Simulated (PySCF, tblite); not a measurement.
# C5H11ClOSi2: geometry, infrared bands and NMR shifts

What infrared bands and NMR shifts should C5H11ClOSi2 (`CC/C([SiH3])=C(/[SiH3])C(=O)Cl`) show?

Computed with tblite 0.8.0 and PySCF 2.14.0, with density-fitted response routines of our own, on a single molecule in the gas phase. Atoms count from 0, in the outputs and in this text.

## 1. The molecule as given

20 atoms, charge 0, multiplicity 1; geometry from: force field or distance geometry start.

Bonds of the start (Å): C0–C1 1.53, C1–C2 1.47, C2–Si3 1.87, C2–C4 1.30, C4–Si5 1.86, C4–C6 1.44, C6–O7 1.24, C6–Cl8 1.77, C0–H9 1.10, C0–H10 1.12, C0–H11 1.11, C1–H12 1.11, C1–H13 1.08, Si3–H14 1.47, Si3–H15 1.44, Si3–H16 1.48, Si5–H17 1.48, Si5–H18 1.48, Si5–H19 1.47.

## 2. Optimising the geometry with GFN2-xTB

Job settings and geometry (Å):

```
{"job": {"kind": "relax", "xc": "GFN2-xTB", "basis": "xTB"}, "charge": 0, "multiplicity": 1}
C     -2.436500    -0.258700     0.419800
C     -1.470800    -0.356500    -0.762200
C     -0.154400     0.094400    -0.274600
Si    -0.072500     1.866200     0.319600
C      0.931100    -0.627300    -0.239100
Si     2.450300     0.221300     0.407900
C      1.050700    -1.997700    -0.671200
O      0.158000    -2.728200    -1.121000
Cl     2.650900    -2.738100    -0.518200
H     -3.440800    -0.071900     0.006100
H     -2.402800    -1.227700     0.984800
H     -2.115800     0.566000     1.086700
H     -1.849900     0.394300    -1.492000
H     -1.541800    -1.332500    -1.214400
H     -0.272300     1.870000     1.776900
H      1.118500     2.530500    -0.130500
H     -1.235700     2.586300    -0.234200
H      3.259600     0.572300    -0.779800
H      3.238000    -0.750800     1.198600
H      2.131200     1.398600     1.234000
```

Launch:

```sh
$ OMP_NUM_THREADS=1 python probes_run.py task.json out
```

This one command runs all jobs of the session in turn.

**Question.** This job is followed by: GFN2-xTB harmonic vibrations, gas phase; GIAO PBE0/pcSseg-1 NMR shielding, non-relativistic, gas phase. Predict these results of the whole session: strongest single infrared mode (GFN2-xTB); zero-point energy (GFN2-xTB); 13C shifts against TMS (PBE0/pcSseg-1); 1H shifts against TMS (PBE0/pcSseg-1, means over atoms taken as alike); 29Si shifts against TMS (PBE0/pcSseg-1); 17O shifts against H2O (PBE0/pcSseg-1); 35Cl shifts against HCl (PBE0/pcSseg-1).

The runs gave:

| quantity | value |
| --- | --- |
| strongest single infrared mode (GFN2-xTB) | 1816 cm⁻¹, 412 km/mol |
| zero-point energy (GFN2-xTB) | 85.1 kcal/mol |
| 13C shifts against TMS (PBE0/pcSseg-1) | 177.1, 175.6, 148.9, 39.9, 17.1 ppm |
| 1H shifts against TMS (PBE0/pcSseg-1, means over atoms taken as alike) | 4.41, 4.31, 2.58, 1.18 ppm |
| 29Si shifts against TMS (PBE0/pcSseg-1) | -71.5, -77.4 ppm |
| 17O shifts against H2O (PBE0/pcSseg-1) | 582.8 ppm |
| 35Cl shifts against HCl (PBE0/pcSseg-1) | 500 ppm |

In words: Relaxing lowered the energy by 0.927 eV in 100 steps; the close pair that moved most is C6–O7, from 1.238 to 1.186 Å. No mode is imaginary among the 54: a minimum at this level. The strongest single mode, at 1816 cm⁻¹, moves mainly C6 and O7. GFN2-xTB is a fitted tight-binding method: band positions and strengths are rough. Its intensities can rank the bands wrongly.
